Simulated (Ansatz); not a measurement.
**interstitial P in Ge: a dynamics run in two tries**

Aim: a short trajectory for this system. The host cell (diamond) has 16 atoms; the extra atom is the last.

Method: DFT PBEsol, plane waves, PAW, scalar-relativistic, no spin polarisation, in Ansatz 0.2.0.

## 1. Starting point

The cell holds 17 atoms (Ge16P): a = 8.004 Å, b = 8.004 Å, c = 8.004 Å, α = 60.00°, β = 60.00°, γ = 60.00°.

The coordinates stand in the first input below.

## 2. The run

Input file input.yaml:

```yaml
accuracy: low
crystal:
  lattice:
    - [0.0, 5.66, 5.66]
    - [5.66, 0.0, 5.66]
    - [5.66, 5.66, 0.0]
  atoms:
    - { symbol: Ge, position: [-0.08892936, -0.00123696, 0.04102956] }
    - { symbol: Ge, position: [0.07059978, 0.06944161, 0.15615669] }
    - { symbol: Ge, position: [0.02268795, -0.10618671, 0.54746233] }
    - { symbol: Ge, position: [0.10427445, 0.14225599, 0.66004016] }
    - { symbol: Ge, position: [-0.02088558, 0.50992627, -0.03314038] }
    - { symbol: Ge, position: [0.1029623, 0.64126244, 0.0800749] }
    - { symbol: Ge, position: [0.03113447, 0.51778995, 0.47730432] }
    - { symbol: Ge, position: [0.24270469, 0.53221274, 0.5972356] }
    - { symbol: Ge, position: [0.4176595, 0.00675441, 0.08108381] }
    - { symbol: Ge, position: [0.52914675, 0.14300606, 0.17576065] }
    - { symbol: Ge, position: [0.48659993, -0.01915615, 0.54945522] }
    - { symbol: Ge, position: [0.66223233, 0.07224028, 0.65849291] }
    - { symbol: Ge, position: [0.47597403, 0.51791513, -0.02699774] }
    - { symbol: Ge, position: [0.60995338, 0.68376748, 0.0607872] }
    - { symbol: Ge, position: [0.6602426, 0.443612, 0.42265206] }
    - { symbol: Ge, position: [0.6507837, 0.62044049, 0.62721151] }
    - { symbol: P, position: [0.0286321, 0.28755063, 0.36043348] }
basis:
  ecutwfc: 420.0
kpoints:
  mp_grid: { grid: [2, 2, 2] }
hamiltonian:
  xc: pbesol
  pseudopotentials: { kind: paw, azcp: { folder: soft_1 } }
scf:
  occupations: { method: fermi_dirac, width: 0.1 }
  lower_state_search: "off"
  max_iter: 92
md:
  timestep: 2
  n_steps: 25
  ensemble: nvt_langevin
  temperature: 1260.0
  initial_velocities: maxwell_boltzmann
  seed: 555319
  friction: 0.005
  masses: [{ species: Ge, mass: 0.0 }]
```

The run is started by

```
ansatz run input.yaml --threads 2 --pin off --max-ram 5120MiB --backend cpu --events-out ev --progress --plain --runs-dir out
```

The program printed:

```text
Error: invalid value for `md.masses[].mass`: must be finite and > 0; got 0 u
```

It took 0.03 s on 2 threads of Intel Xeon Platinum 8259CL at 2.50GHz (Skylake/Cascade Lake), shared host; peak memory 0.042 GiB.

## 3. Reading the log

Nothing was computed: the input was turned down at the start. Its message: «invalid value for `md.masses[].mass`: must be finite and > 0; got 0 u»

An atom is given no mass, so any force would accelerate it without limit.

The cure: give a positive mass or drop md.masses.

## 4. The mended input

input.yaml: that of step 2 with these lines changed.

```diff
@@ -34,6 +34,5 @@
   lower_state_search: "off"
-  max_iter: 92
 md:
   timestep: 2
-  n_steps: 25
+  n_steps: 130
   ensemble: nvt_langevin
@@ -43,2 +42 @@
   friction: 0.005
-  masses: [{ species: Ge, mass: 0.0 }]
```

The run is started by

```
ansatz run input.yaml --threads 2 --pin off --max-ram 5120MiB --backend cpu --events-out ev --progress --plain --runs-dir out
```

Besides the cure, the cap on steps is lifted. The first and last lines of the walk in its log:

```text
md step     0: t =     0.00 fs  T =  1185.9 K  F+E_penalty+E_count = -68790.11670179 eV  E_kin = 2.605882 eV  (13 SCF iters)
md step     1: t =     2.00 fs  T =  1181.9 K  F+E_penalty+E_count = -68790.09392278 eV  E_kin = 2.597042 eV  (7 SCF iters)
md step     2: t =     4.00 fs  T =  1155.1 K  F+E_penalty+E_count = -68790.07334994 eV  E_kin = 2.538307 eV  (7 SCF iters)
[...]
md step   128: t =   256.00 fs  T =  1144.2 K  F+E_penalty+E_count = -68788.86313052 eV  E_kin = 2.514331 eV  (4 SCF iters)
md step   129: t =   258.00 fs  T =  1102.4 K  F+E_penalty+E_count = -68788.86313429 eV  E_kin = 2.422424 eV  (5 SCF iters)
md step   130: t =   260.00 fs  T =  1015.0 K  F+E_penalty+E_count = -68788.87400060 eV  E_kin = 2.230477 eV  (6 SCF iters)
```

Run time: 21 min. Hardware: 2 threads of Intel Xeon Platinum 8259CL at 2.50GHz (Skylake/Cascade Lake), shared host; peak memory 1.3 GiB.

The second input runs as intended: 130 steps, ending at 1015 K.

## 5. Summary of results

```
 quantity                                                                     value
first try                                                                   refused
    cause  an atom is given no mass, so any force would accelerate it without limit
```

What this shows: The fault in the first input was caught at the input check and cost nothing.
